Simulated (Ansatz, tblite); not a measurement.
# C13H10N2: a ladder of methods and basis sets

The task here is to estimate one member of a computed series from the others.

Computed with Ansatz 0.2.0, Gaussian basis. Level: as each input shows.

The runs, in order: GFN1-xTB, GFN2-xTB, PBE-D4/def2-TZVP, r2SCAN-D4/def2-TZVP, PBE-D4/def2-SVP, PBE0-D4/def2-SVP, HF/6-31G, B3LYP-D4/6-31G, MP2/def2-SVP, RPA/def2-SVP.

4 further runs of the same task are left out: 4 that didn't finish.

## The geometry

The singlet was relaxed beforehand with r2SCAN-D4/def2-SVP.

SMILES `N#CC1=C(c2cccnc2)C2C=CC1C2`, 25 atoms, charge 0, spin multiplicity 1.

Bond lengths: N1–C2 1.170 Å, C2–C3 1.408 Å, C3–C4 1.369 Å, C3–C14 1.547 Å, C4–C5 1.453 Å, C4–C11 1.545 Å, C5–C6 1.412 Å, C5–C10 1.414 Å, C6–C7 1.390 Å, C6–H16 1.093 Å, C7–C8 1.401 Å, C7–H17 1.093 Å, C8–N9 1.336 Å, C8–H18 1.097 Å, N9–C10 1.331 Å, C10–H19 1.097 Å, C11–C12 1.536 Å, C11–C15 1.550 Å and more. Angles: N1–C2–C3 178.2°, C2–C3–C4 129.3°, C2–C3–C14 123.1°, C4–C3–C14 107.3°, C3–C4–C5 130.2°, C3–C4–C11 105.3°, C5–C4–C11 124.3°, C4–C5–C6 122.9°, C4–C5–C10 120.4°, C6–C5–C10 116.7°, C5–C6–C7 119.1°, C5–C6–H16 120.6°, C7–C6–H16 120.4°, C6–C7–C8 118.9°, C6–C7–H17 120.8°, C8–C7–H17 120.4°, C7–C8–N9 123.2°, C7–C8–H18 120.4° and more.

PBE0-D4/def2-TZVP was run before; its log isn't repeated, and its numbers join the tables.

The first run:

Tight binding, by tblite at 300 K electronic temperature and without a spin-polarisation term:

```python
tblite.interface.Calculator('GFN1-xTB', numbers, positions, charge=0, uhf=0).singlepoint()
```

Tight binding, by tblite at 300 K electronic temperature and without a spin-polarisation term:

```python
tblite.interface.Calculator('GFN2-xTB', numbers, positions, charge=0, uhf=0).singlepoint()
```

start.molden holds the orbitals of an earlier run on this state, given as this run's starting guess.

File in.yaml:

```yaml
crystal:
  periodic: [false, false, false]
  atoms:
    - {symbol: N, position_ang: [-0.577077, 3.565611, -0.501780]}
    - {symbol: C, position_ang: [-0.796151, 2.436251, -0.288084]}
    - {symbol: C, position_ang: [-1.099864, 1.088515, -0.016623]}
    - {symbol: C, position_ang: [-0.253385, 0.028772, 0.167699]}
    - {symbol: C, position_ang: [1.198287, -0.026004, 0.148760]}
    - {symbol: C, position_ang: [2.011674, 1.119497, 0.289529]}
    - {symbol: C, position_ang: [3.393908, 0.975855, 0.243707]}
    - {symbol: C, position_ang: [3.935235, -0.303025, 0.061779]}
    - {symbol: N, position_ang: [3.187314, -1.401618, -0.076544]}
    - {symbol: C, position_ang: [1.864613, -1.260438, -0.029483]}
    - {symbol: C, position_ang: [-1.169946, -1.207174, 0.306674]}
    - {symbol: C, position_ang: [-1.852062, -1.412494, -1.054713]}
    - {symbol: C, position_ang: [-2.673762, -0.369289, -1.243030]}
    - {symbol: C, position_ang: [-2.543771, 0.532759, -0.007040]}
    - {symbol: C, position_ang: [-2.345984, -0.554297, 1.076987]}
    - {symbol: H, position_ang: [1.563164, 2.104775, 0.439352]}
    - {symbol: H, position_ang: [4.050118, 1.843506, 0.353625]}
    - {symbol: H, position_ang: [5.022844, -0.445189, 0.026111]}
    - {symbol: H, position_ang: [1.279949, -2.179715, -0.160088]}
    - {symbol: H, position_ang: [-0.700366, -2.090543, 0.757473]}
    - {symbol: H, position_ang: [-1.625975, -2.227246, -1.745319]}
    - {symbol: H, position_ang: [-3.275791, -0.134649, -2.122768]}
    - {symbol: H, position_ang: [-3.327328, 1.287095, 0.140380]}
    - {symbol: H, position_ang: [-2.053885, -0.144434, 2.056791]}
    - {symbol: H, position_ang: [-3.211732, -1.226512, 1.176606]}
basis:
  gaussian: {orbitals: def2-TZVP, initial_orbitals: start.molden}
hamiltonian: {xc: pbe, dispersion: d4}
scf: {omitted_lower_state_checks: [starts]}
output: {orbitals: {seedname: orbitals}}
```

On the command line:

```console
$ ansatz run in.yaml --threads 4 --pin off --events-out ev --progress --plain --max-ram 6963MiB
```

Steps of the session up to this table: PBE-D4/def2-TZVP; r2SCAN-D4/def2-TZVP; PBE-D4/def2-SVP; PBE0-D4/def2-SVP; HF/6-31G; B3LYP-D4/6-31G; MP2/def2-SVP; RPA/def2-SVP.

One table of the session follows, with a row left open; its other results are not shown here.

It belongs to the step «Binding energy». 

| level | binding an atom (eV) |
| --- | --- |
| HF/6-31G | 3.388 |
| HF/def2-SVP | 3.722 |
| PBE-D4/def2-SVP | 5.418 |
| PBE-D4/def2-TZVP | ? |
| r2SCAN-D4/def2-TZVP | 5.134 |
| B3LYP-D4/6-31G | 4.977 |
| PBE0-D4/def2-SVP | 5.285 |
| PBE0-D4/def2-TZVP | 5.204 |
| MP2/def2-SVP | 5.058 |

Q: Estimate the row for PBE-D4/def2-TZVP from the others.

The run gave: binding an atom (eV): 5.339. In the column «binding an atom (eV)» it lies between PBE0-D4/def2-SVP (5.285) and PBE-D4/def2-SVP (5.418).

Limits of these values: Free atoms were run apart at each level; binding is atoms less cluster, divided by the number of atoms, without zero-point or spin-orbit terms.
